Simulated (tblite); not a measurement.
# C2H9ClGe2S: the cost of one run

The runs use tblite 0.8.0 and PySCF 2.14.0, with density-fitted response routines of our own; the level of theory stands in each step. All values are computed, except where a source is named. Atoms count from 0, in the outputs and in this text.

### 1 Starting geometry

15 atoms, charge 0, multiplicity 1; geometry from: force field or distance geometry start.

Bonds of the start (Å): C0–S1 1.83, S1–Ge2 2.23, Ge2–C3 1.96, Ge2–Cl4 2.17, Ge2–Ge5 2.40, C0–H6 1.11, C0–H7 1.11, C0–H8 1.11, C3–H9 1.10, C3–H10 1.10, C3–H11 1.12, Ge5–H12 1.55, Ge5–H13 1.54, Ge5–H14 1.55.

### 2 Relaxing the molecule with GFN2-xTB

The job: settings as JSON, then the geometry in Å.

```
{"job": {"kind": "relax", "xc": "GFN2-xTB", "basis": "xTB"}, "charge": 0, "multiplicity": 1}
C      2.442200    -0.662500    -0.477500
S      1.655700     0.980500    -0.672200
Ge    -0.153600     0.436800     0.504100
C     -1.325000     2.003000     0.592800
Cl     0.376800    -0.167200     2.515900
Ge    -1.353900    -1.334900    -0.585500
H      1.801500    -1.435400    -0.952400
H      2.591700    -0.889400     0.601200
H      3.426000    -0.653500    -0.980600
H     -1.614400     2.307500    -0.419200
H     -0.790800     2.822900     1.104800
H     -2.239900     1.734600     1.179700
H     -0.499100    -2.625200    -0.540400
H     -2.681900    -1.583300     0.157600
H     -1.640000    -0.925900    -2.050300
```

Run with:

```
$ OMP_NUM_THREADS=1 python probes_run.py task.json out
```

This one command runs all jobs of the session in turn.

Q: Estimate the wall time and peak memory of this first job on 1 thread of Intel Xeon at 2.50GHz, shared host.

About 1.8 s, with a peak of 0.18 GiB.
